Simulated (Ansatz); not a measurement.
# C2H4FGa (SMILES C=[CH][GaH][F]) at r2SCAN/cc-pVDZ

Aim: the vertical singlet–triplet gap of C2H4FGa at r2SCAN/cc-pVDZ, from 2 runs. 

Program for the calculation: Ansatz 0.2.0.

67 further runs of the same task are left out: 2 that didn't finish, 65 set aside as unsound or not needed.

## 1. The molecule

C2H4FGa: 8 atoms, total charge 0, spin state singlet. SMILES: `C=[CH][GaH][F]`. The shape is that of a PBE0-D4/def2-TZVP optimisation. This is one conformer, not always the lowest.

Bond lengths: C1–C2 1.332 Å, C2–Ga3 1.936 Å, Ga3–F4 1.763 Å, C1–H5 1.088 Å, C1–H6 1.088 Å, C2–H7 1.087 Å, Ga3–H8 1.557 Å. Angles: C1–C2–Ga3 120.9°, C2–Ga3–F4 115.4°, C1–C2–H7 118.8°, Ga3–C2–H7 120.3°, C2–C1–H5 122.2°, C2–C1–H6 122.3°, C2–Ga3–H8 129.9°, F4–Ga3–H8 114.7°, H5–C1–H6 115.5°.

## 2. The energy at r2SCAN/cc-pVDZ

Input file input.yaml:

```yaml
crystal:
  periodic: [false, false, false]
  atoms:
    - {symbol: C, position_ang: [-0.837100, 1.175400, 0.060900]}
    - {symbol: C, position_ang: [0.342600, 0.569500, -0.065000]}
    - {symbol: Ga, position_ang: [0.481700, -1.360200, -0.007600]}
    - {symbol: F, position_ang: [2.110500, -2.006100, -0.199600]}
    - {symbol: H, position_ang: [-1.762100, 0.620500, 0.200100]}
    - {symbol: H, position_ang: [-0.941100, 2.257800, 0.031600]}
    - {symbol: H, position_ang: [1.232300, 1.179600, -0.202300]}
    - {symbol: H, position_ang: [-0.626900, -2.436700, 0.182000]}
basis:
  gaussian: {orbitals: cc-pVDZ}
hamiltonian: {xc: r2scan}
output: {orbitals: {seedname: orbitals}}
accuracy: high
```

Run with:

```
$ ansatz run input.yaml --threads 1 --pin off --max-ram 3480MiB --events-out events.jsonl --progress --plain --runs-dir runs
```

The program printed:

```text
Warning: RAYON_NUM_THREADS=1 ignored (pool sized by the plan → 1); use --threads N
Functional definition: r2SCAN
  name "r2SCAN"
  parameter k0 = 0.174
  parameter k1 = 0.065
  parameter a1 = 4.9479
  exchange = r2scan_x(k0 = k0, k1 = k1, a1 = a1)
  correlation = r2scan_c
2037 factors; integrals over basis functions are off by at most 4.6e-9 eV
mean field evaluation 1: about -57223.1610 eV, gradient 5.7e1 eV
mean field evaluation 2: about -57205.6400 eV, gradient 1.0e2 eV
mean field evaluation 4: about -57230.5963 eV, gradient 8.5e0 eV
mean field evaluation 8: about -57230.7523 eV, gradient 1.6e-1 eV
mean field evaluation 16: about -57230.7524 eV, gradient 6.3e-6 eV
mean field -57230.75240232 eV, -2103.1913583878 hartree, gradient 1.9e-8 eV, S^2 0.000000; 0 other end points of the search recorded, 0 dependent functions left out
reference -57230.75240328 eV, -2103.1913584232 hartree; 28, 28 occupied and 61, 61 virtual orbitals, 2037 factors
Total energy: -57230.75240328 eV, -2103.1913584232 hartree
```

It took 18 s on 1 thread of Arm Neoverse V1, shared host; peak memory 0.28 GiB.

## 3. The triplet

Input file run.yaml:

```yaml
crystal:
  periodic: [false, false, false]
  atoms:
    - symbol: C
      position_ang: [-0.837100, 1.175400, 0.060900]
    - symbol: C
      position_ang: [0.342600, 0.569500, -0.065000]
    - symbol: Ga
      position_ang: [0.481700, -1.360200, -0.007600]
    - symbol: F
      position_ang: [2.110500, -2.006100, -0.199600]
    - symbol: H
      position_ang: [-1.762100, 0.620500, 0.200100]
    - symbol: H
      position_ang: [-0.941100, 2.257800, 0.031600]
    - symbol: H
      position_ang: [1.232300, 1.179600, -0.202300]
    - symbol: H
      position_ang: [-0.626900, -2.436700, 0.182000]
basis:
  gaussian:
    orbitals: cc-pVDZ
magnetization:
  spin_polarized: true
  initial_magnetization: 2
hamiltonian:
  xc: r2scan
accuracy: high
output:
  orbitals: {seedname: orbitals}
```

Run with:

```
$ ansatz run run.yaml --threads 1 --pin off --max-ram 3480MiB --events-out events.jsonl --progress --plain --runs-dir runs
```

The program printed (excerpt; [...] marks lines left out):

```text
Warning: RAYON_NUM_THREADS=1 ignored (pool sized by the plan → 1); use --threads N
[... 7 set-up lines as earlier in the session ...]
2037 factors; integrals over basis functions are off by at most 4.6e-9 eV
mean field evaluation 1: about -57210.4515 eV, gradient 5.1e1 eV
mean field evaluation 2: about -57097.1645 eV, gradient 1.2e2 eV
mean field evaluation 4: about -57221.3867 eV, gradient 3.2e1 eV
mean field evaluation 8: about -57226.8607 eV, gradient 4.1e-1 eV
mean field evaluation 16: about -57226.8551 eV, gradient 4.2e-4 eV
mean field evaluation 32: about -57226.0944 eV, gradient 6.7e0 eV
mean field -57226.85510440 eV, -2103.0481353311 hartree, gradient 3.3e-8 eV, S^2 2.009899; 3 other end points of the search recorded, 0 dependent functions left out
reference -57226.85510845 eV, -2103.0481354799 hartree; 29, 27 occupied and 60, 62 virtual orbitals, 2037 factors
Total energy: -57226.85510845 eV, -2103.0481354799 hartree
```

Run time: 47 s. Hardware: 1 thread of Arm Neoverse V1, shared host; peak memory 0.43 GiB.

## 4. Outcome

Level: r2SCAN/cc-pVDZ.

| quantity | value |
| --- | --- |
| singlet: total energy | -2103.19136 Eh |
| singlet: HOMO energy | -7.27 eV |
| singlet: LUMO energy | -2.21 eV |
| singlet: HOMO–LUMO gap | 5.05 eV |
| triplet: total energy | -2103.04814 Eh |
| triplet: HOMO energy (highest over α and β) | -3.71 eV |
| triplet: ⟨S²⟩ | 2.010 |
| vertical energy of the triplet above the singlet | 3.897 eV |

At this shape the triplet lies 3.90 eV (90 kcal/mol) above the singlet.
